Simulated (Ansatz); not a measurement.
# C2H4FGa: up Jacob's ladder to CCSD(T)

How much do the methods differ for C2H4FGa? The plan is to run it at one geometry with functionals of several rungs and with coupled cluster. The yardstick is the atomisation energy at the CCSD(T) limit.

Program: Ansatz 0.2.0, Gaussian basis. Level of theory: functionals in def2-TZVPP, the program's frozen cores in correlated methods. These are calculated values, not measurements.

Levels to be run: LDA (SPW92), PBE-D4, revPBE-D4, BLYP-D4, r2SCAN-D4, B97M-V, PBE0-D4, B3LYP-D4, r2SCANh-D4, r2SCAN0-D4, HSE06-D4, BHLYP-D4, CAM-B3LYP-D4, LC-ωPBE, ωB97X-V, ωB97M-V, B2PLYP, PBE-QIDH; CCSD(T)/def2-SVP; CCSD(T)/def2-TZVPP; MP2/def2-QZVPP; extrapolation to the limit; RPA on PBE.

### 1 Structure used throughout

An earlier PBE0-D4 in a triple-zeta def2 set relaxation fixed the geometry.

8 atoms, charge 0, spin multiplicity 1.

Atoms are counted from 1 here; the program's logs count them from 0.

Bond lengths: F1–C2 1.336 Å, C2–C3 1.330 Å, C2–H5 1.083 Å, C3–H6 1.081 Å, C3–H7 1.082 Å, Ga4–H8 1.679 Å. Angles: F1–C2–C3 121.4°, F1–C2–H5 112.5°, C3–C2–H5 125.9°, C2–C3–H6 122.0°, C2–C3–H7 119.4°, H6–C3–H7 118.6°.

Coordinates:

```csv
atom,x (Å),y (Å),z (Å)
F1,0.7797,0.4242,-1.7879
C2,0.3522,0.7808,-0.5733
C3,0.6469,0.0586,0.5046
Ga4,-1.9048,-0.7746,-0.3108
H5,-0.1678,1.7312,-0.5787
H6,1.2277,-0.8512,0.4423
H7,0.3283,0.4038,1.4788
H8,-1.1701,-1.8300,0.7693
```

### 2 LDA

This LDA is Slater exchange with PW92 correlation.

in.yaml

```yaml
crystal:
  periodic: [false, false, false]
  atoms:
    - {symbol: F, position_ang: [0.779732, 0.424176, -1.787919]}
    - {symbol: C, position_ang: [0.352157, 0.780831, -0.573253]}
    - {symbol: C, position_ang: [0.646885, 0.058595, 0.504553]}
    - {symbol: Ga, position_ang: [-1.904782, -0.774564, -0.310833]}
    - {symbol: H, position_ang: [-0.167760, 1.731156, -0.578748]}
    - {symbol: H, position_ang: [1.227710, -0.851246, 0.442338]}
    - {symbol: H, position_ang: [0.328253, 0.403830, 1.478775]}
    - {symbol: H, position_ang: [-1.170095, -1.829977, 0.769287]}
basis:
  gaussian: {orbitals: def2-TZVPP}
hamiltonian: {xc: lda}
output: {orbitals: {seedname: orbitals}}
```

Launch:

```sh
> ansatz run in.yaml --threads 2 --pin off --events-out ev --progress --plain --max-ram 4352MiB
```

After this run come: PBE-D4 (GGA); revPBE-D4 (GGA); BLYP-D4 (GGA); r2SCAN-D4 (meta-GGA); B97M-V (meta-GGA); PBE0-D4 (hybrid); B3LYP-D4 (hybrid); r2SCANh-D4 (hybrid); r2SCAN0-D4 (hybrid); HSE06-D4 (hybrid); BHLYP-D4 (hybrid); CAM-B3LYP-D4 (range-separated); LC-ωPBE (range-separated); ωB97X-V (range-separated); ωB97M-V (range-separated); B2PLYP (double hybrid); PBE-QIDH (double hybrid); CCSD(T) in def2-SVP; CCSD(T) in def2-TZVPP; MP2 in def2-QZVPP; RPA on PBE orbitals.

Before running them: what should the planned runs give, taken together? Wanted: atomisation energy, CCSD(T)/CBS; farthest beyond LDA; mean size of error, GGA; mean size of error, meta-GGA; mean size of error, hybrid; mean size of error, range-separated; mean size of error, double hybrid; gap, smallest and largest; T1 diagnostic.

The runs gave:

| quantity | value |
| --- | --- |
| atomisation energy, CCSD(T)/CBS | 28.069 eV |
| functionals within 0.281 eV (1.0 %) | revPBE-D4, BLYP-D4, r2SCAN-D4, B97M-V, PBE0-D4, B3LYP-D4, r2SCANh-D4, HSE06-D4, CAM-B3LYP-D4, LC-ωPBE, ωB97X-V, ωB97M-V, PBE-QIDH |
| farthest beyond LDA | BHLYP-D4 (-0.972 eV) |
| mean size of error, GGA | 0.385 eV |
| mean size of error, meta-GGA | 0.119 eV |
| mean size of error, hybrid | 0.311 eV |
| mean size of error, range-separated | 0.106 eV |
| mean size of error, double hybrid | 0.294 eV |
| gap, smallest and largest | 2.50 eV (LDA (SPW92)), 8.70 eV (LC-ωPBE) |
| T1 diagnostic | 0.0136 |
| triples share of the correlation energy | 3.8 % |

In words: The LDA atomisation energy is off by 4.549 eV (16 %): it overbinds. PBE-D4 misses by +0.835 eV. Double hybrids carry the basis error of their MP2 part in triple zeta, and no dispersion term here, so their miss is partly the set-up's. The rungs range-separated, meta-GGA miss on average by less than the doubt on the reference (0.281 eV), so they tie. The reference freezes the cores and leaves out relativity and excitations past (T), and its outer-core shells are covered unevenly, so misses under about 0.281 eV can't be ranked. Hartree-Fock recovers 71 % of the binding; the rest is correlation. CCSD(T) in def2-SVP is off by -1.404 eV, so the small basis spoils what the method gains. Orbital gaps span 2.5 to 8.7 eV; exact exchange widens them. Correlated methods include outer-core shells of Ga, which these sets cover unevenly.
